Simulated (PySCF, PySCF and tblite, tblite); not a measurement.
# C2H6GeNP: a path driven as pyramidal inversion, and NMR exchange

Aim: the barrier and rate of pyramidal inversion in C2H6GeNP (`C#[C][Ge@@H]([NH2])[PH2]`), and what it does to NMR lines.

Programs: PySCF 2.14.0 with density-fitted response routines of our own, and tblite 0.8.0. All values are computed, except where a source is named. Atoms count from 0 throughout.

## (1) The starting structure

11 atoms, charge 0, multiplicity 1; geometry from: force field or distance geometry start.

Bonds of the start (Å): C0–C1 1.22, C0–H5 1.05, C1–Ge2 1.88, Ge2–H6 1.54, Ge2–N3 1.88, Ge2–P4 2.29, N3–H7 1.04, N3–H8 1.04, P4–H10 1.46, P4–H9 1.45.

## (2) GFN2-xTB relaxation, start minimum

What the job is given:

```
{"job": {"xc": "GFN2-xTB", "basis": "xTB", "kind": "relax"}, "charge": 0, "multiplicity": 1}
C      2.400700    -1.032100    -0.308300
C      1.346600    -0.498600    -0.013000
Ge    -0.275200     0.318900     0.476900
N     -0.488900     1.909600    -0.503700
P     -2.015100    -1.092900     0.002400
H      3.300800    -1.492100    -0.577100
H     -0.279800     0.644600     1.986400
H     -1.373000     2.344400    -0.166600
H      0.290000     2.535000    -0.196800
H     -1.374600    -2.240300     0.614300
H     -1.526000    -1.393900    -1.340400
```

Run with:

```
$ OMP_NUM_THREADS=1 python ens_run.py task.json out
```

One launch serves the whole session.

The program printed:

```text
step      E/eV     max force
  0    -397.73987    2.073
  1    -397.74657    5.480
  2    -397.88023    0.901
  3    -397.90342    0.401
  4    -397.92359    0.514
  5    -397.93730    0.434
  6    -397.95058    0.254
  7    -397.95364    0.222
  8    -397.95658    0.209
  9    -397.96181    0.287
 10    -397.96843    0.351
 11    -397.97340    0.253
 12    -397.97579    0.123
 13    -397.97742    0.123
 14    -397.97875    0.120
 15    -397.97964    0.079
 16    -397.98016    0.064
 17    -397.98053    0.066
 18    -397.98103    0.073
 19    -397.98177    0.102
 20    -397.98263    0.092
 21    -397.98330    0.084
 22    -397.98379    0.077
 23    -397.98427    0.074
 24    -397.98489    0.096
 25    -397.98556    0.090
 26    -397.98611    0.079
 27    -397.98648    0.062
 28    -397.98681    0.052
 29    -397.98727    0.092
 30    -397.98785    0.105
 31    -397.98833    0.073
 32    -397.98862    0.049
 33    -397.98878    0.030
 34    -397.98892    0.055
 35    -397.98910    0.066
 36    -397.98928    0.051
 37    -397.98939    0.023
 38    -397.98944    0.016
 39    -397.98948    0.019
 40    -397.98955    0.030
 41    -397.98966    0.042
 42    -397.98981    0.043
 43    -397.98993    0.026
 44    -397.98998    0.020
 45    -397.99002    0.018
 46    -397.99008    0.023
 47    -397.99017    0.030
 48    -397.99028    0.032
 49    -397.99037    0.022
 50    -397.99041    0.017
 51    -397.99044    0.015
 52    -397.99047    0.022
 53    -397.99053    0.029
 54    -397.99060    0.030
 55    -397.99063    0.016
 56    -397.99064    0.006
 57    -397.99064    0.006
 58    -397.99064    0.007
 59    -397.99065    0.010
 60    -397.99065    0.009
 61    -397.99066    0.004
 62    -397.99066    0.004
 63    -397.99066    0.004
 64    -397.99066    0.007
 65    -397.99067    0.018
 66    -397.99067    0.014
 67    -397.99068    0.009
 68    -397.99068    0.003
```

It took 0.33 s on 1 thread of Arm Neoverse V1, shared host.

Gain 0.251 eV; displacement 0.15 Å root mean square.

## (3) Relaxed scan, inversion

What the job is given:

```
{"job": {"xc": "GFN2-xTB", "basis": "xTB", "coordinate": [["t", [10, 2, 9, 4], 0.3333333333333333], ["t", [2, 9, 10, 4], 0.3333333333333333], ["t", [9, 10, 2, 4], 0.3333333333333333]], "kind": "drive"}, "charge": 0, "multiplicity": 1}
C      2.449125    -0.956829    -0.306764
C      1.412653    -0.454347     0.038644
Ge    -0.284261     0.262749     0.559122
N     -0.447243     1.799717    -0.401730
P     -2.107232    -1.033697     0.003675
H      3.368750    -1.376252    -0.603660
H     -0.162223     0.493589     2.070299
H     -1.352050     2.247042    -0.394381
H      0.265385     2.503895    -0.279482
H     -1.547638    -2.183429     0.543500
H     -1.589841    -1.299767    -1.255185
```

The program printed:

```text
point  coordinate     E/eV
  0    -43.800     -397.82817
  1    -31.500     -397.40768
  2    -17.000     -396.92693
  3     -0.600     -396.64537
  4     16.500     -396.81841
  5     31.700     -397.31293
  6     44.100     -397.76469
  7     53.400     -397.93376
```

Wall time 1.5 s (1 thread of Arm Neoverse V1, shared host).

The highest point is number 3, 27.3 kcal/mol above the first.

## (4) Nudged elastic band, leg 1

Changed since step 3:

```diff
@@ -1,2 +1,2 @@
-{"job": {"xc": "GFN2-xTB", "basis": "xTB", "coordinate": [["t", [10, 2, 9, 4], 0.3333333333333333], ["t", [2, 9, 10, 4], 0.3333333333333333], ["t", [9, 10, 2, 4], 0.3333333333333333]], "kind": "drive"}, "charge": 0, "multiplicity": 1}
+{"job": {"xc": "GFN2-xTB", "basis": "xTB", "kind": "neb"}, "charge": 0, "multiplicity": 1}
 C      2.449125    -0.956829    -0.306764
```

The program printed:

```text
image   E - E0 / eV
  0       0.0000
  1       0.0648
  2       1.3538
  3       0.1310
  4       0.0607
  5       0.0364
  6       0.0227
```

Run time: 2.7 s. Hardware: 1 thread of Arm Neoverse V1, shared host; peak memory 0.19 GiB.

The highest point is number 2, 31.2 kcal/mol above the first.

## (5) Saddle search, leg 1

What the job is given:

```
{"job": {"xc": "GFN2-xTB", "basis": "xTB", "kind": "saddle"}, "charge": 0, "multiplicity": 1}
C      2.692355    -0.832097    -0.268742
C      1.640666    -0.341597     0.046725
Ge    -0.109325     0.253994     0.531218
N     -0.413960     1.761195    -0.419439
P     -1.677338    -1.203629    -0.098676
H      3.627941    -1.232364    -0.541418
H     -0.197335     0.306838     2.049571
H     -1.346854     2.147417    -0.396773
H      0.259518     2.507381    -0.327357
H     -2.189106    -2.138272     0.722138
H     -2.286562    -1.228866    -1.297248
```

The program printed:

```text
step      E/eV     max force
  0    -396.63692   0.0231
  1    -396.64095   0.0876
  2    -396.63897   0.0308
  3    -396.64052   0.0183
  4    -396.64193   0.0483
  5    -396.64135   0.0124
  6    -396.64206   0.0103
  7    -396.64258   0.0263
  8    -396.64272   0.0208
  9    -396.64274   0.0060
 10    -396.64274   0.0114
 11    -396.64275   0.0000
lowest wavenumbers (cm-1): -830.2 83.1 98.0 115.7 168.9 213.0
```

Wall time 2.5 s (1 thread of Arm Neoverse V1, shared host); peak memory 0.19 GiB.

Point group C1; 1 imaginary mode, 830i cm⁻¹, carried by H10, H9, P4. It was not shown to link both ends.

## (6) Saddle search, leg 1

What the job is given:

```
{"job": {"xc": "GFN2-xTB", "basis": "xTB", "kind": "saddle"}, "charge": 0, "multiplicity": 1}
C      2.726672    -0.806469    -0.264654
C      1.654244    -0.360030     0.047382
Ge    -0.101950     0.227210     0.528442
N     -0.404408     1.733517    -0.423142
P     -1.730904    -1.170239    -0.086846
H      3.678107    -1.170620    -0.533338
H     -0.194831     0.275052     2.046981
H     -1.338051     2.117288    -0.387648
H      0.272669     2.478519    -0.348570
H     -2.228721    -2.132323     0.711428
H     -2.332827    -1.191903    -1.290035
```

The program printed:

```text
step      E/eV     max force
  0    -396.64537   0.3536
  1    -396.64151   0.1592
  2    -396.64128   0.1752
  3    -396.63811   0.3706
  4    -396.64219   0.0656
  5    -396.64252   0.0157
  6    -396.64268   0.0387
  7    -396.64272   0.0127
  8    -396.64273   0.0169
  9    -396.64275   0.0024
lowest wavenumbers (cm-1): -830.5 82.9 96.4 115.6 168.8 213.5
```

Run time: 2.1 s. Hardware: 1 thread of Arm Neoverse V1, shared host; peak memory 0.19 GiB.

Point group C1; 1 imaginary mode, 830i cm⁻¹, carried by H10, H9, P4. It was not shown to link both ends.

## (7) DFT refinement, start: PBE0-D3(BJ)/def2-SVP

What the job is given:

```
{"job": {"xc": "PBE0", "basis": "def2-SVP", "kind": "refine"}, "charge": 0, "multiplicity": 1}
C      2.449125    -0.956829    -0.306764
C      1.412653    -0.454347     0.038644
Ge    -0.284261     0.262749     0.559122
N     -0.447243     1.799717    -0.401730
P     -2.107232    -1.033697     0.003675
H      3.368750    -1.376252    -0.603660
H     -0.162223     0.493589     2.070299
H     -1.352050     2.247042    -0.394381
H      0.265385     2.503895    -0.279482
H     -1.547638    -2.183429     0.543500
H     -1.589841    -1.299767    -1.255185
```

The program printed:

```text
step      E/eV     max force
  0    -69439.64341   1.6644
  1    -69439.72604   0.7911
  2    -69439.73822   0.3984
  3    -69439.72885   0.6621
  4    -69439.74030   0.0758
  5    -69439.74104   0.0849
  6    -69439.74082   0.1774
  7    -69439.74149   0.2110
  8    -69439.74169   0.0407
  9    -69439.74213   0.0303
 10    -69439.74227   0.0631
 11    -69439.74236   0.0392
 12    -69439.74240   0.0121
```

It took 1.8 min on 1 thread of Arm Neoverse V1, shared host; peak memory 0.61 GiB.

Gain 0.099 eV; displacement 0.13 Å root mean square.

DFT refinement, saddle of leg 1: PBE0-D3(BJ)/def2-SVP:

What the job is given:

```
{"job": {"xc": "PBE0", "basis": "def2-SVP", "kind": "refine"}, "charge": 0, "multiplicity": 1}
C      2.712222    -0.767573    -0.288939
C      1.627865    -0.354748     0.027075
Ge    -0.128398     0.215719     0.518051
N     -0.394858     1.750448    -0.398370
P     -1.721019    -1.218361    -0.100856
H      3.670516    -1.108954    -0.562717
H     -0.237529     0.228327     2.034529
H     -1.289120     2.210027    -0.307457
H      0.343793     2.437769    -0.378160
H     -2.351477    -2.005401     0.790351
H     -2.231995    -1.387252    -1.333507
```

The program printed:

```text
step      E/eV     max force
  0    -69438.53004   1.5785
  1    -69438.63077   0.8413
  2    -69438.65043   0.1737
  3    -69438.65471   0.0350
  4    -69438.65359   0.2773
  5    -69438.65531   0.1038
  6    -69438.65535   0.0450
  7    -69438.65568   0.0535
  8    -69438.65582   0.0698
  9    -69438.65587   0.0751
 10    -69438.65586   0.0636
 11    -69438.65595   0.0200
 12    -69438.65599   0.0184
 13    -69438.65573   0.0526
 14    -69438.65600   0.0051
```

Wall time 2 min (1 thread of Arm Neoverse V1, shared host); peak memory 0.61 GiB.

The energy fell by 0.126 eV, and the atoms moved 0.10 Å (root mean square).

**DFT refinement, end: PBE0-D3(BJ)/def2-SVP**

What the job is given:

```
{"job": {"xc": "PBE0", "basis": "def2-SVP", "kind": "refine"}, "charge": 0, "multiplicity": 1}
C      2.668280    -0.870053    -0.094048
C      1.556665    -0.446306     0.081025
Ge    -0.231052     0.171687     0.352090
N     -0.347386     1.708443    -0.610724
P     -1.789878    -1.276960    -0.533618
H      3.646637    -1.228545    -0.248656
H     -0.317917     0.409739     1.870611
H     -1.269279     2.063668    -0.814808
H      0.250203     2.477959    -0.348607
H     -1.350189    -2.335407     0.249786
H     -2.756367    -0.921026     0.399668
```

The program printed:

```text
step      E/eV     max force
  0    -69439.60302   1.5950
  1    -69439.68988   0.6748
  2    -69439.69622   0.3505
  3    -69439.69539   0.4937
  4    -69439.69619   0.4548
  5    -69439.69081   0.4581
  6    -69439.69987   0.1914
  7    -69439.70090   0.0937
  8    -69439.70147   0.0929
  9    -69439.70342   0.1547
 10    -69439.70423   0.3152
 11    -69439.70475   0.2354
 12    -69439.70558   0.1831
 13    -69439.70514   0.2635
 14    -69439.70707   0.1680
 15    -69439.70754   0.0808
 16    -69439.70811   0.0596
 17    -69439.70857   0.0920
 18    -69439.70886   0.1478
 19    -69439.70919   0.1094
 20    -69439.70950   0.0412
 21    -69439.70954   0.0226
 22    -69439.70955   0.0075
```

Wall time 3.2 min (1 thread of Arm Neoverse V1, shared host); peak memory 0.61 GiB.

The energy fell by 0.107 eV, and the atoms moved 0.28 Å (root mean square).

## (8) Shieldings, start: PBE0/pcSseg-1

What the job is given:

```
{"job": {"kind": "nmr", "xc": "PBE0", "basis": "pcSseg-1", "pop": false}, "charge": 0, "multiplicity": 1}
C      2.440728    -0.941702    -0.330770
C      1.384003    -0.439603     0.003160
Ge    -0.292366     0.294913     0.527137
N     -0.479732     1.851557    -0.422114
P     -2.086676    -1.042429    -0.077351
H      3.375489    -1.383599    -0.627501
H     -0.274753     0.440706     2.067127
H     -1.318247     2.379974    -0.194787
H      0.324445     2.471274    -0.366789
H     -1.610789    -2.156717     0.679391
H     -1.456676    -1.471703    -1.283467
```

The program printed:

```text
coarse grid: 44144 points
cycle   1  E = -2551.9750808352  dE = -3.469e-01  |g| = 9.887e-01  |ddm| = 3.289e+00
cycle   2  E = -2551.9086429217  dE =  6.644e-02  |g| = 1.115e+00  |ddm| = 1.356e+00
cycle   3  E = -2552.0701611705  dE = -1.615e-01  |g| = 1.433e-01  |ddm| = 8.630e-01
cycle   4  E = -2552.0739648048  dE = -3.804e-03  |g| = 6.072e-02  |ddm| = 1.498e-01
cycle   5  E = -2552.0746417835  dE = -6.770e-04  |g| = 1.221e-02  |ddm| = 5.238e-02
cycle   6  E = -2552.0746670442  dE = -2.526e-05  |g| = 7.774e-03  |ddm| = 1.532e-02
cycle   7  E = -2552.0746817870  dE = -1.474e-05  |g| = 1.166e-03  |ddm| = 5.425e-03
cycle   8  E = -2552.0746821652  dE = -3.781e-07  |g| = 1.901e-04  |ddm| = 1.627e-03
final grid: 90608 points
cycle   9  E = -2552.0746860980  dE = -1.802e-08  |g| = 2.423e-04  |ddm| = 1.281e-03
cycle  10  E = -2552.0746860645  dE =  3.357e-08  |g| = 4.400e-04  |ddm| = 4.980e-04
cycle  11  E = -2552.0746861112  dE = -4.675e-08  |g| = 8.592e-05  |ddm| = 3.127e-04
cycle  12  E = -2552.0746861131  dE = -1.885e-09  |g| = 8.130e-06  |ddm| = 8.177e-05
cycle  13  E = -2552.0746861131  dE = -1.273e-11  |g| = 2.931e-06  |ddm| = 9.355e-06
converged SCF energy = -2552.0746861131

GIAO shielding tensors (ppm)
atom      isotropic    diamagn.    paramagn.     s11        s22        s33       span
  0 C       81.821     261.271    -179.450     -0.045      1.847    243.662    243.707
  1 C       94.333     269.387    -175.053     -7.733     -3.469    294.201    301.934
  2 Ge    1385.514    2754.764   -1369.250   1262.496   1372.048   1521.999    259.502
  3 N      255.326     316.720     -61.395    211.740    260.972    293.265     81.525
  4 P      573.751     965.517    -391.766    519.417    586.391    615.444     96.026
  5 H       28.906      32.599      -3.693     23.806     23.952     38.961     15.155
  6 H       25.693      27.490      -1.798     19.450     20.341     37.287     17.837
  7 H       31.653      29.754       1.899     23.178     27.758     44.023     20.845
  8 H       31.324      30.188       1.135     22.608     27.521     43.842     21.234
  9 H       29.527      28.220       1.307     24.716     26.514     37.352     12.636
 10 H       29.158      28.338       0.820     24.150     26.916     36.407     12.258
```

Wall time 14 s (1 thread of Arm Neoverse V1, shared host); peak memory 0.82 GiB.

Key values: HOMO -7.25 eV, LUMO -0.28 eV; dipole 1.19 D.

## (9) Shieldings, saddle of leg 1: PBE0/pcSseg-1

What the job is given:

```
{"job": {"kind": "nmr", "xc": "PBE0", "basis": "pcSseg-1", "pop": false}, "charge": 0, "multiplicity": 1}
C      2.734452    -0.715303    -0.303675
C      1.612589    -0.357724     0.001127
Ge    -0.143274     0.189587     0.499467
N     -0.392869     1.748816    -0.410089
P     -1.761036    -1.240585    -0.092887
H      3.724502    -1.035949    -0.575847
H     -0.233591     0.200445     2.039699
H     -1.254428     2.244872    -0.202818
H      0.399387     2.385430    -0.410896
H     -2.522706    -1.920364     0.863931
H     -2.163027    -1.499224    -1.408014
```

The program printed:

```text
coarse grid: 44144 points
cycle   1  E = -2551.9331400889  dE = -2.384e-01  |g| = 1.002e+00  |ddm| = 3.369e+00
cycle   2  E = -2551.8705122371  dE =  6.263e-02  |g| = 1.125e+00  |ddm| = 1.374e+00
cycle   3  E = -2552.0317273046  dE = -1.612e-01  |g| = 1.447e-01  |ddm| = 8.583e-01
cycle   4  E = -2552.0355836886  dE = -3.856e-03  |g| = 6.379e-02  |ddm| = 1.547e-01
cycle   5  E = -2552.0363334963  dE = -7.498e-04  |g| = 1.380e-02  |ddm| = 5.532e-02
cycle   6  E = -2552.0363705189  dE = -3.702e-05  |g| = 7.855e-03  |ddm| = 1.623e-02
cycle   7  E = -2552.0363853673  dE = -1.485e-05  |g| = 1.295e-03  |ddm| = 5.609e-03
cycle   8  E = -2552.0363858103  dE = -4.430e-07  |g| = 1.731e-04  |ddm| = 1.674e-03
final grid: 90608 points
cycle   9  E = -2552.0363246042  dE = -1.652e-08  |g| = 2.085e-04  |ddm| = 1.076e-03
cycle  10  E = -2552.0363245797  dE =  2.451e-08  |g| = 3.739e-04  |ddm| = 4.122e-04
cycle  11  E = -2552.0363246134  dE = -3.368e-08  |g| = 7.765e-05  |ddm| = 2.689e-04
cycle  12  E = -2552.0363246148  dE = -1.453e-09  |g| = 6.263e-06  |ddm| = 6.600e-05
cycle  13  E = -2552.0363246148  dE = -9.095e-13  |g| = 2.785e-06  |ddm| = 7.624e-06
converged SCF energy = -2552.0363246148

GIAO shielding tensors (ppm)
atom      isotropic    diamagn.    paramagn.     s11        s22        s33       span
  0 C       84.051     260.880    -176.829      0.248      5.442    246.465    246.217
  1 C       95.845     268.349    -172.504     -7.674      1.645    293.562    301.236
  2 Ge    1387.478    2753.746   -1366.267   1233.945   1378.873   1549.617    315.672
  3 N      245.183     318.061     -72.878    188.663    261.958    284.928     96.265
  4 P      582.635     969.377    -386.741    438.791    611.351    697.765    258.974
  5 H       28.976      32.335      -3.359     23.832     24.011     39.085     15.252
  6 H       25.581      26.979      -1.399     19.617     20.101     37.024     17.407
  7 H       31.335      29.982       1.353     23.177     27.291     43.537     20.360
  8 H       31.075      30.300       0.774     22.420     27.289     43.515     21.096
  9 H       28.715      28.500       0.215     22.716     25.818     37.611     14.894
 10 H       28.428      28.734      -0.306     22.286     25.735     37.262     14.976
```

Run time: 13 s. Hardware: 1 thread of Arm Neoverse V1, shared host; peak memory 0.76 GiB.

In short: HOMO -5.96 eV, LUMO -0.35 eV; dipole 1.16 D.

## (10) Shieldings, end: PBE0/pcSseg-1

What the job is given:

```
{"job": {"kind": "nmr", "xc": "PBE0", "basis": "pcSseg-1", "pop": false}, "charge": 0, "multiplicity": 1}
C      2.717839    -0.797231    -0.141011
C      1.578573    -0.417472     0.052636
Ge    -0.214710     0.140585     0.359670
N     -0.441890     1.674294    -0.620551
P     -1.640634    -1.460553    -0.530261
H      3.725396    -1.131633    -0.314965
H     -0.392661     0.314544     1.886745
H     -1.273099     2.209952    -0.384782
H      0.364755     2.293146    -0.590645
H     -1.559151    -2.290115     0.631934
H     -2.804703    -0.782318    -0.046052
```

The program printed:

```text
coarse grid: 44144 points
cycle   1  E = -2551.9716815157  dE = -3.478e-01  |g| = 9.915e-01  |ddm| = 3.295e+00
cycle   2  E = -2551.9023898443  dE =  6.929e-02  |g| = 1.122e+00  |ddm| = 1.388e+00
cycle   3  E = -2552.0687216154  dE = -1.663e-01  |g| = 1.416e-01  |ddm| = 8.986e-01
cycle   4  E = -2552.0723761917  dE = -3.655e-03  |g| = 6.113e-02  |ddm| = 1.484e-01
cycle   5  E = -2552.0730649972  dE = -6.888e-04  |g| = 1.351e-02  |ddm| = 5.406e-02
cycle   6  E = -2552.0730991079  dE = -3.411e-05  |g| = 7.947e-03  |ddm| = 1.615e-02
cycle   7  E = -2552.0731144937  dE = -1.539e-05  |g| = 1.068e-03  |ddm| = 5.587e-03
cycle   8  E = -2552.0731148272  dE = -3.335e-07  |g| = 2.182e-04  |ddm| = 1.751e-03
final grid: 90608 points
cycle   9  E = -2552.0731109920  dE = -1.760e-08  |g| = 2.909e-04  |ddm| = 1.391e-03
cycle  10  E = -2552.0731109624  dE =  2.961e-08  |g| = 4.610e-04  |ddm| = 6.673e-04
cycle  11  E = -2552.0731110105  dE = -4.810e-08  |g| = 1.148e-04  |ddm| = 3.634e-04
cycle  12  E = -2552.0731110140  dE = -3.433e-09  |g| = 1.098e-05  |ddm| = 1.019e-04
cycle  13  E = -2552.0731110140  dE = -2.910e-11  |g| = 3.299e-06  |ddm| = 1.085e-05
converged SCF energy = -2552.0731110140

GIAO shielding tensors (ppm)
atom      isotropic    diamagn.    paramagn.     s11        s22        s33       span
  0 C       80.962     260.999    -180.037     -3.871     -0.844    247.601    251.472
  1 C       96.250     268.186    -171.936     -3.533     -1.364    293.648    297.181
  2 Ge    1386.444    2754.958   -1368.515   1259.136   1393.183   1507.012    247.876
  3 N      254.799     317.090     -62.291    215.450    261.223    287.724     72.274
  4 P      581.549     964.711    -383.161    526.578    583.629    634.441    107.862
  5 H       28.971      32.346      -3.375     23.752     23.943     39.218     15.466
  6 H       25.225      27.797      -2.572     18.877     19.928     36.872     17.995
  7 H       31.713      30.297       1.416     23.290     27.742     44.107     20.817
  8 H       31.227      30.358       0.868     22.535     27.672     43.473     20.938
  9 H       29.640      27.519       2.121     24.462     26.663     37.796     13.334
 10 H       29.653      27.702       1.951     24.405     27.231     37.323     12.918
```

Wall time 12 s (1 thread of Arm Neoverse V1, shared host); peak memory 0.82 GiB.

This run: HOMO -7.20 eV, LUMO -0.26 eV; dipole 1.88 D.

(Part 1 of 2 ends here.)
